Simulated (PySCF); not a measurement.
# CH2BrF (SMILES FCBr) at 5 levels

We compute a comparison of 5 runs (HF/STO-3G, HF/def2-SVP, B3LYP/6-31G*, PBE0/def2-SVP, CCSD(T)/def2-TZVP) of CH2BrF. Input form: a Python script.

The calculation is run with PySCF 2.14.0.

### 1 Starting point

The species is CH2BrF (5 atoms), meant as a singlet with charge 0. SMILES: `FCBr`. Geometry: relaxed at PBE0-D4/def2-TZVP.

Bond lengths: F1–C2 1.352 Å, C2–Br3 1.935 Å, C2–H4 1.088 Å, C2–H5 1.088 Å. Angles: F1–C2–Br3 110.7°, F1–C2–H4 109.8°, F1–C2–H5 109.8°, Br3–C2–H4 106.9°, Br3–C2–H5 106.9°, H4–C2–H5 112.8°.

### 2 Energy and gradient at HF/STO-3G (run 1)

Input file start.xyz:

```xyz
5

F      0.686900     1.170700     0.163000
C      0.150000    -0.066700     0.076600
Br    -1.544900    -0.012500    -0.855200
H      0.807700    -0.713600    -0.500400
H     -0.049700    -0.451500     1.074600
```

Input file job.py:

```python
# FCBr
from pyscf import gto, scf

mol = gto.M(
    atom='start.xyz',
    max_memory=1860,
    verbose=4,
    basis='sto-3g',
)

myscf = scf.RHF(mol)
myscf.conv_tol = 1e-10
myscf.kernel()
if not myscf.converged:
    myscf = myscf.newton().run(myscf.mo_coeff, myscf.mo_occ)

energy = myscf.e_tot
print(f'total energy: {energy:.8f} hartree')
grad = myscf.nuc_grad_method().kernel()
dip = myscf.dip_moment()
pop, q = myscf.mulliken_pop()
```

The run is started by

```bash
$ OMP_NUM_THREADS=1 python job.py
```

The log of the run:

```text
PySCF version 2.14.0

[... 57 lines left out ...]
converged SCF energy = -2681.26020242065
total energy: -2681.26020242 hartree
[... 11 lines left out ...]
Dipole moment(X, Y, Z, Debye):  1.03134, -1.01455,  0.73033
[... 36 lines left out ...]
charge of    4H =      0.08968
```

Run time: 3.3 s. Hardware: 1 thread of Intel Xeon at 2.70GHz, shared host; peak memory 0.12 GiB.

### 3 Energy and gradient at HF/def2-SVP (run 2)

Input file input.py:

```python
# FCBr
import pyscf.grad
from pyscf import gto

molecule = gto.M(
    atom='''
F      1.298053     2.212302     0.308025
C      0.283459    -0.126045     0.144753
Br    -2.919438    -0.023622    -1.616094
H      1.526332    -1.348509    -0.945619
H     -0.093919    -0.853211     2.030700
''',
    unit='bohr',
    spin=0,
    max_memory=1860,
    basis='def2-svp',
    verbose=4,
    charge=0,
)

mf = molecule.RHF()
mf.conv_tol = 1e-10
mf.kernel()
if not mf.converged:
    mf = mf.newton().run(mf.mo_coeff, mf.mo_occ)

etot = mf.e_tot
print(f'total energy: {etot:.8f} hartree')
grad = mf.Gradients().kernel()
mf.analyze()
```

The run is started by

```bash
$ OMP_NUM_THREADS=1 python input.py
```

The log of the run:

```text
PySCF version 2.14.0

[... 80 lines left out ...]
DFT Exchange-Correlation Energy =     -105.616972379666095
[... 15 lines left out ...]
MO #14  energy= -3.1909467049814   occ= 2
[... 13 lines left out ...]
MO #28  energy= 0.205963587374769  occ= 0
[... 13 lines left out ...]
MO #42  energy= 0.860205017101126  occ= 0
[... 13 lines left out ...]
MO #56  energy= 2.37851108065405   occ= 0
[... 13 lines left out ...]
MO #70  energy= 4.21765226730357   occ= 0
[... 78 lines left out ...]
Dipole moment(X, Y, Z, Debye):  0.80303, -1.77455,  0.73249
```

It took 3.9 s on 1 thread of Intel Xeon at 2.70GHz, shared host; peak memory 0.14 GiB.

Runs 3 to 4 aren't shown in full; the table further down has their settings and results.

### 4 A single-point energy at CCSD(T)/def2-TZVP (run 5)

Input file input.py:

```python
from pyscf import gto, scf, cc

mol = gto.M(
    atom=[
    ('F', (0.686900, 1.170700, 0.163000)),
    ('C', (0.150000, -0.066700, 0.076600)),
    ('Br', (-1.544900, -0.012500, -0.855200)),
    ('H', (0.807700, -0.713600, -0.500400)),
    ('H', (-0.049700, -0.451500, 1.074600)),
],
    basis='def2-tzvp',
    max_memory=1860,
    verbose=4,
    spin=0,
)

calc0 = scf.RHF(mol)
calc0.conv_tol = 1e-10
calc0.kernel()
if not calc0.converged:
    calc0 = calc0.newton().run(calc0.mo_coeff, calc0.mo_occ)

mycc = cc.CCSD(calc0, frozen=11)
mycc.kernel()
e_t = mycc.ccsd_t()
e_final = mycc.e_tot + e_t
print('E = %.10f Eh' % e_final)
calc0.analyze()
```

The run is started by

```bash
$ OMP_NUM_THREADS=1 python input.py
```

The log of the run:

```text
PySCF version 2.14.0

[... 106 lines left out ...]
MO #7   energy= -11.3842481305056  occ= 2
[... 22 lines left out ...]
MO #30  energy= 0.207009847567561  occ= 0
[... 22 lines left out ...]
MO #53  energy= 1.17159372043368   occ= 0
[... 22 lines left out ...]
MO #76  energy= 2.27841214931472   occ= 0
[... 22 lines left out ...]
MO #99  energy= 4.21965449452524   occ= 0
[... 22 lines left out ...]
MO #122 energy= 58.778104733765    occ= 0
[... 130 lines left out ...]
Dipole moment(X, Y, Z, Debye):  0.87885, -1.63599,  0.75070
```

Wall time 2.4 min (1 thread of Intel Xeon at 2.70GHz, shared host); peak memory 1.8 GiB.

### 5 All runs side by side

```
run                               level  integration grid      task   energy (Eh)  dipole moment (D) of the reference  HOMO energy (eV)  LUMO energy (eV)  wall time
  1                           HF/STO-3G                 –  gradient  -2681.260202                                1.62             -8.62              9.32      3.3 s
  2                         HF/def2-SVP                 –  gradient  -2710.444914                                2.08            -11.30              3.99      3.9 s
  3  B3LYP/6-31G* (spherical functions)                 5  gradient  -2713.006389                                1.84             -7.88             -0.24       35 s
  4                       PBE0/def2-SVP                 5  gradient  -2712.433783                                1.79             -8.13              0.15       22 s
  5                   CCSD(T)/def2-TZVP                 –    energy  -2711.665673                                2.00            -11.35              3.44    2.4 min
```

### 6 Outcome

```
                                           quantity           value
                                run 5: total energy  -2711.66567 Eh
        run 5: dipole moment (Hartree–Fock density)          2.00 D
         run 5: HOMO energy (Hartree–Fock orbitals)       -11.35 eV
         run 5: LUMO energy (Hartree–Fock orbitals)         3.44 eV
       run 5: HOMO–LUMO gap (Hartree–Fock orbitals)        14.79 eV
run 5: correlation energy (11 core orbitals frozen)      -731.4 mEh
                              run 5: (T) correction      -23.63 mEh
                               run 5: T1 diagnostic           0.009
```

Over runs 1, 2, 3, 4 the dipole moment (its size) runs from 1.62 D (HF/STO-3G) to 2.08 D (HF/def2-SVP). Over runs 1, 2, 3, 4 the HOMO–LUMO gap runs from 7.64 eV (B3LYP/6-31G*) to 17.94 eV (HF/STO-3G). The two ends differ in method and basis. Totals of different functionals can't be ranked against each other. In run 1 the basis is minimal, so the values are rough. All runs together took 3.5 min, the longest 2.4 min.
